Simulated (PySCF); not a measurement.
**MoCl3: relaxation and vibrations of the doublet**

The task is one start of a wider search on MoCl3: the doublet, from a trigonal pyramidal start. It is relaxed, tested by its Hessian and followed downhill if it is a saddle.

Computed with PySCF 2.14.0. Level: PBE0, basis Mo def2-SVP with ECP28, Cl def2-SVP, scalar-relativistic core potentials, no spin–orbit coupling, density fitting.

## 1. Where the work starts

4 atoms, charge 0, spin multiplicity 2.

Bond lengths: Mo1–Cl2 2.370 Å, Mo1–Cl3 2.370 Å, Mo1–Cl4 2.370 Å. Angles: Cl2–Mo1–Cl3 99.8°, Cl2–Mo1–Cl4 99.8°, Cl3–Mo1–Cl4 99.8°.

Coordinates in bohr (charge 0 multiplicity 2):
```
Mo    0.0000    0.0000    0.0000
Cl    3.9544    0.0000    2.1025
Cl   -1.9772    3.4246    2.1025
Cl   -1.9772   -3.4246    2.1025
```

## 2. The SCF at the typed geometry

The steps below are one call of a driver around PySCF. For each, scf.py gives the equivalent set-up of the SCF; relaxations use the driver's own optimiser. After this first run the driver tries any further starts and a stability analysis.

Input file scf.py:

```python
from pyscf import gto, scf, dft
mol = gto.M(atom='''
Mo     0.000000     0.000000     0.000000
Cl     2.092600     0.000000     1.112600
Cl    -1.046300     1.812200     1.112600
Cl    -1.046300    -1.812200     1.112600''',
    basis={'Mo': 'def2-SVP', 'Cl': 'def2-SVP'},
    ecp={'Mo': 'def2-SVP'},
    charge=0, spin=1)
mf = dft.UKS(mol, xc='PBE0')
mf.grids.atom_grid = (50, 194)
aux = {'Mo': 'def2-universal-JKFIT', 'Cl': 'def2-universal-JKFIT'}
mf = mf.density_fit(auxbasis=aux)
mf.conv_tol = 1e-08
mf.diis_space = 10
mf.max_cycle = 60
mf.init_guess = 'minao'
mf.verbose = 4
mf.kernel()
```

Command:

```bash
$ OMP_NUM_THREADS=2 python axn.py task.json out
```

The runs that follow: Relaxation: trigonal pyramidal start, doublet; Is it a minimum? Harmonic modes.

**Question.** What will these runs give? Wanted: minimum; geometry; wavenumbers; dipole moment; highest occupied, lowest empty level; polar-tensor charge of Mo1; zero-point energy; atomisation energy; ⟨S²⟩.

The runs gave:

| quantity | value |
| --- | --- |
| minimum | broken-symmetry (Ms = 1/2), D3h |
| geometry | Mo–Cl 2.250 Å (×3); Cl–Mo–Cl 120.0° (×3) |
| wavenumbers (cm⁻¹) | 65 (a2''), 93 (e'), 377 (a1'), 440 (e') |
| dipole moment | 0.00 D |
| highest occupied, lowest empty level (either spin) | -7.06, -3.55 eV |
| polar-tensor charge of Mo1 | +1.48 e |
| zero-point energy | 9.0 kJ/mol |
| entropy at 298.15 K | 346.4 J/(mol K) |
| atomisation energy (no zero-point energy) | 1052 kJ/mol |
| ⟨S²⟩ | 1.757 |

**Reading.** From C3v at the start the molecule goes to a D3h minimum. The determinant is spin-contaminated (⟨S²⟩ = 1.76 against 0.75), so it is no pure spin state. In the infrared the band at 440 cm⁻¹ (e', stretch) leads. Mo1 has a polar-tensor charge of +1.5 e (a dipole derivative, not a static charge), yet symmetry cancels the bond dipoles. The first SCF alone would have been 72 kJ/mol too high. Other starts or spin states, not run here, may lie lower. One determinant may miss the lowest occupation of an open d or f shell.
